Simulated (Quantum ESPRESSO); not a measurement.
# Sn3Te (Pm-3m) in Quantum ESPRESSO: equation of state, part 2 of 2

Quantum ESPRESSO 7.5.

### Step 5. Single point, PBEsol, 28.80 Å³/atom

pw.in reads:

```
&CONTROL
  calculation = 'scf'
  prefix = 'pwscf'
  outdir = './tmp'
  pseudo_dir = './pseudo'
  tstress = .true.
  disk_io = 'nowf'
/
&SYSTEM
  ibrav = 0
  nat = 4
  ntyp = 2
  ecutwfc = 68
  ecutrho = 544
  nbnd = 33
  occupations = 'smearing'
  smearing = 'fd'
  degauss = 0.00367493
/
&ELECTRONS
  conv_thr = 8d-10
  electron_maxstep = 120
  mixing_beta = 0.5
/
ATOMIC_SPECIES
Te   127.6000 te_pbesol_v1.uspp.F.UPF
Sn   118.7100 sn_pbesol_v1.4.uspp.F.UPF
CELL_PARAMETERS angstrom
   4.8656220000    0.0000000000    0.0000000000
   0.0000000000    4.8656220000    0.0000000000
   0.0000000000    0.0000000000    4.8656220000
ATOMIC_POSITIONS crystal
Te     0.0000000000    0.0000000000    0.0000000000
Sn     0.0000000000    0.5000000000    0.5000000000
Sn     0.5000000000    0.0000000000    0.5000000000
Sn     0.5000000000    0.5000000000    0.0000000000
K_POINTS automatic
6 6 6 0 0 0
```

Potentials or basis: GBRV 1.5 PBEsol.

On the command line:

```
$ OMP_NUM_THREADS=1 mpirun -n 2 pw.x -nk 2 -in pw.in > pw.out
```

pw.out:

```text
This program is part of the open-source Quantum ESPRESSO suite
     for quantum simulation of materials; please cite
         "P. Giannozzi et al., J. Phys.:Condens. Matter 21 395502 (2009);
         "P. Giannozzi et al., J. Phys.:Condens. Matter 29 465901 (2017);
         "P. Giannozzi et al., J. Chem. Phys. 152 154105 (2020);
     in publications or presentations arising from this work. More details at

     Message from routine setup:
     using ibrav=0 with symmetry is DISCOURAGED, use correct ibrav instead

     K-points division:     npool     =       2
     Subspace diagonalization in iterative solution of the eigenvalue problem:
     a serial algorithm will be used

     G-vector sticks info
     --------------------
     sticks:   dense  smooth     PW     G-vecs:    dense   smooth      PW
     Sum        3657    1829    517               166365    58893    9045

     Using Slab Decomposition

     bravais-lattice index     =            0
     lattice parameter (alat)  =       9.1947  a.u.
     unit-cell volume          =     777.3412 (a.u.)^3
     number of atoms/cell      =            4
     number of atomic types    =            2
     number of electrons       =        48.00
     number of Kohn-Sham states=           33
     kinetic-energy cutoff     =      68.0000  Ry
     charge density cutoff     =     544.0000  Ry
     scf convergence threshold =      8.0E-10
     mixing beta               =       0.5000
     number of iterations used =            8  plain     mixing
[... 91 lines left out ...]
     iteration #  1     ecut=    68.00 Ry     beta= 0.50
     Davidson diagonalization with overlap
     ethr =  1.00E-02,  avg # of iterations =  6.8

     total energy              =    -502.64345868 Ry
     estimated scf accuracy    <       2.56770967 Ry
[... 61 lines left out ...]
     total energy              =    -503.18051384 Ry
     estimated scf accuracy    <          7.4E-09 Ry

     iteration # 11     ecut=    68.00 Ry     beta= 0.50
     Davidson diagonalization with overlap
     c_bands:  1 eigenvalues not converged
     ethr =  6.90E-12,  avg # of iterations =  3.9

     End of self-consistent calculation

          k = 0.0000 0.0000 0.0000 (  7249 PWs)   bands (ev):

   -12.0976 -12.0976 -12.0976 -12.0777 -12.0777 -12.0571 -12.0264 -12.0264
   -12.0264 -11.9732 -11.9424 -11.9424 -11.9055 -11.9055 -11.9055  -2.8975
     1.4288   4.3899   4.3899   5.2775   5.2775   5.2775   9.8867   9.8867
     9.8867  11.4404  11.4404  11.4404  13.9933  14.2147  14.2147  14.6373
    14.6605
[... 139 lines left out ...]
   -12.0861 -12.0726 -12.0726 -12.0675 -12.0377 -12.0368 -12.0368 -12.0202
   -12.0159 -11.9614 -11.9590 -11.9590 -11.9452 -11.9437 -11.9437  -1.7354
     2.2824   2.2824   2.3794   4.6829   4.9960   4.9960   5.7800  11.2625
    11.9910  11.9910  13.6466  13.9405  13.9405  14.7221  14.8217  17.4334
    17.9026

          k =-0.5000-0.5000-0.5000 (  7400 PWs)   bands (ev):

   -12.0912 -12.0746 -12.0746 -12.0746 -12.0418 -12.0418 -12.0418 -12.0161
   -12.0161 -11.9571 -11.9571 -11.9571 -11.9380 -11.9380 -11.9380  -1.6652
     2.6514   2.6514   2.6514   4.2901   4.2901   4.2901   5.1489  12.3106
    12.3106  12.3106  14.9023  14.9023  14.9023  14.9096  14.9096  17.2006
    18.3961

     the Fermi energy is     9.4625 ev

!    total energy              =    -503.18051384 Ry
     estimated scf accuracy    <          1.5E-10 Ry
     smearing contrib. (-TS)   =      -0.00176087 Ry
     internal energy E=F+TS    =    -503.17875297 Ry

     The total energy is F=E-TS. E is the sum of the following terms:
     one-electron contribution =    -188.49705119 Ry
     hartree contribution      =     126.17303896 Ry
     xc contribution           =    -141.86598729 Ry
     ewald contribution        =    -298.98875345 Ry

     convergence has been achieved in  11 iterations

     Computing stress (Cartesian axis) and pressure

          total   stress  (Ry/bohr**3)                   (kbar)     P=      -26.23
  -0.00017830   0.00000000   0.00000000          -26.23        0.00        0.00
   0.00000000  -0.00017830   0.00000000            0.00      -26.23        0.00
   0.00000000   0.00000000  -0.00017830            0.00        0.00      -26.23

=------------------------------------------------------------------------------=
   JOB DONE.
=------------------------------------------------------------------------------=
```

Wall time 1.9 min (2 MPI ranks of Intel Xeon Platinum 8375C at 2.90GHz (Ice Lake), shared host); peak memory 0.82 GiB.

Results:

- Free energy: -6846.1197 eV
- Pressure: -2.6 GPa
- Band gap on the k mesh: none (metal or under the smearing width)

### Step 6. Single point, PBEsol, 29.37 Å³/atom

pw.in: that of step 5 with these lines changed.

```diff
@@ -28,5 +28,5 @@
 CELL_PARAMETERS angstrom
-   4.8656220000    0.0000000000    0.0000000000
-   0.0000000000    4.8656220000    0.0000000000
-   0.0000000000    0.0000000000    4.8656220000
+   4.8978456013    0.0000000000    0.0000000000
+   0.0000000000    4.8978456013    0.0000000000
+   0.0000000000    0.0000000000    4.8978456013
 ATOMIC_POSITIONS crystal
```

Potentials or basis: GBRV 1.5 PBEsol.

On the command line:

```
$ OMP_NUM_THREADS=1 mpirun -n 2 pw.x -nk 2 -in pw.in > pw.out
```

It took 1.9 min on 2 MPI ranks of Intel Xeon Platinum 8375C at 2.90GHz (Ice Lake), shared host; peak memory 0.84 GiB.

It converged, with:

```
Free energy            : -6846.0787 eV
Pressure               : -3.4 GPa
Band gap on the k mesh : none (metal or under the smearing width)
```

### Step 7. Single point, PBEsol, 29.95 Å³/atom

pw.in: that of step 6 with these lines changed.

```diff
@@ -28,5 +28,5 @@
 CELL_PARAMETERS angstrom
-   4.8978456013    0.0000000000    0.0000000000
-   0.0000000000    4.8978456013    0.0000000000
-   0.0000000000    0.0000000000    4.8978456013
+   4.9296506847    0.0000000000    0.0000000000
+   0.0000000000    4.9296506847    0.0000000000
+   0.0000000000    0.0000000000    4.9296506847
 ATOMIC_POSITIONS crystal
```

On the command line:

```
$ OMP_NUM_THREADS=1 mpirun -n 2 pw.x -nk 2 -in pw.in > pw.out
```

Run time: 1.7 min. Hardware: 2 MPI ranks of Intel Xeon Platinum 8375C at 2.90GHz (Ice Lake), shared host; peak memory 0.86 GiB.

It converged, with:

* Free energy: -6846.0274 eV
* Pressure: -4.0 GPa
* Band gap on the k mesh: none (metal or under the smearing width)

### Step 8. Single point, PBEsol, 30.53 Å³/atom

pw.in: that of step 7 with these lines changed.

```diff
@@ -28,5 +28,5 @@
 CELL_PARAMETERS angstrom
-   4.9296506847    0.0000000000    0.0000000000
-   0.0000000000    4.9296506847    0.0000000000
-   0.0000000000    0.0000000000    4.9296506847
+   4.9610505803    0.0000000000    0.0000000000
+   0.0000000000    4.9610505803    0.0000000000
+   0.0000000000    0.0000000000    4.9610505803
 ATOMIC_POSITIONS crystal
```

On the command line:

```
$ OMP_NUM_THREADS=1 mpirun -n 2 pw.x -nk 2 -in pw.in > pw.out
```

It took 1.8 min on 2 MPI ranks of Intel Xeon Platinum 8375C at 2.90GHz (Ice Lake), shared host; peak memory 0.86 GiB.

Results (log left out):

- Free energy: -6845.9668 eV
- Pressure: -4.7 GPa
- Band gap on the k mesh: none (metal or under the smearing width)

### Step 9. Equation of state, PBEsol

Potentials or basis: GBRV 1.5 PBEsol.

This step only gathers the single runs of the series.

Results:

```
Equilibrium volume                      : 27.28 Å³/atom
Bulk modulus                            : 51 GPa
Pressure derivative of the bulk modulus : 4.1
```

Energy against volume, from the lowest point:
| volume (Å³/atom) | energy (meV/atom) |
| --- | --- |
| 27.070 | 0.00 |
| 27.646 | 0.54 |
| 28.222 | 4.63 |
| 28.798 | 11.97 |
| 29.373 | 22.21 |
| 29.949 | 35.04 |
| 30.525 | 50.19 |

Spin-orbit coupling is left out, which matters for the levels of Te.
